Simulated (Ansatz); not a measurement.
# AlH₅OSi₂: a ladder of functionals and wavefunction methods

Aim: compute AlH₅OSi₂ with functionals from several rungs and with coupled cluster. The yardstick is the atomisation energy at the CCSD(T) limit.

Method: functionals in def2-TZVPP, the program's frozen cores in correlated methods; program: Ansatz 0.2.0, Gaussian basis.

Plan: LDA (SPW92), PBE-D4, revPBE-D4, BLYP-D4, r2SCAN-D4, B97M-V, PBE0-D4, B3LYP-D4, r2SCANh-D4, r2SCAN0-D4, HSE06-D4, BHLYP-D4, CAM-B3LYP-D4, LC-ωPBE, ωB97X-V, ωB97M-V, B2PLYP, PBE-QIDH; CCSD(T)/def2-SVP; CCSD(T)/def2-TZVPP; MP2/def2-QZVPP; extrapolation to the limit; RPA on PBE.

## 1. The geometry

The geometry comes from an earlier relaxation with PBE0-D4 in a triple-zeta def2 set; it is a stationary point, not always the lowest conformer.

SMILES `[SiH3][SiH]1[O][AlH]1`, 9 atoms, charge 0, spin multiplicity 1.

Atoms are counted from 1 here; the program's logs count them from 0.

Bond lengths: Si1–Si2 2.339 Å, Si1–H5 1.489 Å, Si1–H6 1.488 Å, Si1–H7 1.490 Å, Si2–O3 1.697 Å, Si2–Al4 2.277 Å, Si2–H8 1.494 Å, O3–Al4 1.738 Å, Al4–H9 1.577 Å. Angles: Si2–Si1–H5 108.5°, Si2–Si1–H6 110.0°, Si2–Si1–H7 112.4°, H5–Si1–H6 108.7°, H5–Si1–H7 108.5°, H6–Si1–H7 108.6°, Si1–Si2–O3 115.9°, Si1–Si2–Al4 126.7°, Si1–Si2–H8 109.3°, O3–Si2–Al4 49.2°, O3–Si2–H8 113.4°, Al4–Si2–H8 123.7°, Si2–O3–Al4 83.0°, Si2–Al4–O3 47.7°, Si2–Al4–H9 177.5°, O3–Al4–H9 129.8°.

Coordinates:

```
Si   -0.70768    0.96559   -1.26198
Si    0.13916   -0.82824   -0.02239
O     1.59451   -0.53877    0.80098
Al    0.61477   -0.83900    2.20415
H    -2.09202    0.62964   -1.69611
H    -0.75609    2.18935   -0.41704
H     0.11055    1.25541   -2.47264
H     0.17591   -2.04844   -0.88335
H     1.00938   -0.83185    3.73136
```

## 2. LDA

This LDA is Slater exchange with PW92 correlation.

in.yaml

```yaml
crystal:
  periodic: [false, false, false]
  atoms:
    - {symbol: Si, position_ang: [-0.707678, 0.965594, -1.261976]}
    - {symbol: Si, position_ang: [0.139160, -0.828238, -0.022387]}
    - {symbol: O, position_ang: [1.594514, -0.538771, 0.800977]}
    - {symbol: Al, position_ang: [0.614767, -0.838998, 2.204150]}
    - {symbol: H, position_ang: [-2.092022, 0.629643, -1.696109]}
    - {symbol: H, position_ang: [-0.756087, 2.189348, -0.417037]}
    - {symbol: H, position_ang: [0.110549, 1.255407, -2.472636]}
    - {symbol: H, position_ang: [0.175912, -2.048435, -0.883345]}
    - {symbol: H, position_ang: [1.009385, -0.831849, 3.731364]}
basis:
  gaussian: {orbitals: def2-TZVPP}
hamiltonian: {xc: lda}
output: {orbitals: {seedname: orbitals}}
```

The run is started by

```bash
$ ansatz run in.yaml --threads 2 --pin off --events-out ev --progress --plain --max-ram 4352MiB
```

After this run come: PBE-D4 (GGA); revPBE-D4 (GGA); BLYP-D4 (GGA); r2SCAN-D4 (meta-GGA); B97M-V (meta-GGA); B3LYP-D4 (hybrid); r2SCANh-D4 (hybrid); r2SCAN0-D4 (hybrid); HSE06-D4 (hybrid); BHLYP-D4 (hybrid); CAM-B3LYP-D4 (range-separated); LC-ωPBE (range-separated); ωB97X-V (range-separated); ωB97M-V (range-separated); B2PLYP (double hybrid); PBE-QIDH (double hybrid); CCSD(T) in def2-SVP; CCSD(T) in def2-TZVPP; MP2 in def2-QZVPP; RPA on PBE orbitals.

Before running them: what should the planned runs give, taken together? Wanted: atomisation energy, CCSD(T)/CBS; farthest beyond LDA; mean size of error, GGA; mean size of error, meta-GGA; mean size of error, hybrid; mean size of error, range-separated; mean size of error, double hybrid; gap, smallest and largest; T1 diagnostic.

The runs gave:

| quantity | value |
| --- | --- |
| atomisation energy, CCSD(T)/CBS | 2722.7 kJ/mol |
| functionals within 13.6 kJ/mol (0.5 %) | r2SCAN-D4, ωB97M-V |
| farthest beyond LDA | BHLYP-D4 (-84.8 kJ/mol) |
| mean size of error, GGA | 42.6 kJ/mol |
| mean size of error, meta-GGA | 17.4 kJ/mol |
| mean size of error, hybrid | 45.4 kJ/mol |
| mean size of error, range-separated | 21.1 kJ/mol |
| mean size of error, double hybrid | 55.3 kJ/mol |
| gap, smallest and largest | 2.86 eV (LDA (SPW92)), 9.09 eV (LC-ωPBE) |
| T1 diagnostic | 0.0162 |
| triples share of the correlation energy | 3.9 % |

In words: LDA overbinds by 320.7 kJ/mol (12 %). PBE-D4 is off by -17.1 kJ/mol. Double hybrids carry the basis error of their MP2 part in triple zeta, and no dispersion term here, so their miss is partly the set-up's. Taken by rung, meta-GGA functionals do best (17.4 kJ/mol on average) and double hybrid ones worst beyond LDA (55.3 kJ/mol). The gap between the best rungs is small, so their order is not settled. Misses under about 13.6 kJ/mol are within the doubt on the reference itself, which lacks core-valence correlation, relativity and higher excitations. Hartree-Fock recovers 72 % of the binding; the rest is correlation. CCSD(T) in def2-SVP is off by -233.8 kJ/mol, worse than the median functional, from the basis alone. The gap grows from 2.9 to 9.1 eV across the functionals, mostly with the share of exact exchange.
